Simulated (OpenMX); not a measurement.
The system is AlIn.

```xyz
2
Lattice="3.0541 0.0000 0.0000 -1.5271 2.6450 0.0000 0.0000 0.0000 5.8280" Properties=species:S:1:pos:R:3 pbc="T T T"
Al    0.0000    0.0000    0.0000
In    0.0000    0.0000    2.9140
```

The cell was built by a generator and needn't be a form met in nature.

Base run:

| Quantity | Value |
| --- | --- |
| Program | OpenMX 3.8.5 |
| Functional | PBE |
| Dispersion | D3(BJ) |
| Potentials or basis | OpenMX 2013 PBE set, Al7.0-s2p2d1, In7.0-s3p2d2, grid cutoff 500 Ry |
| k mesh | 7 × 7 × 5 |
| Occupations | fermi-dirac, width 0.05 eV |
| Spin | no spin polarisation |

Its results: band gap on the k mesh none (metal or under the smearing width); pressure -2.0 GPa.

Q: The run is repeated on the same cell with these changes: dispersion from D3(BJ) to none. What comes out?

A: Band gap on the k mesh none (metal or under the smearing width); pressure 0.0 GPa.

Dispersion adds attraction, which lowers the pressure at fixed volume and, as a term added to the energy, leaves the levels alone.

Caveats: the basis of atomic orbitals isn't converged, which shifts pressures, moduli and gaps; pairwise dispersion overbinds metals, which lowers pressure and volume (some runs).
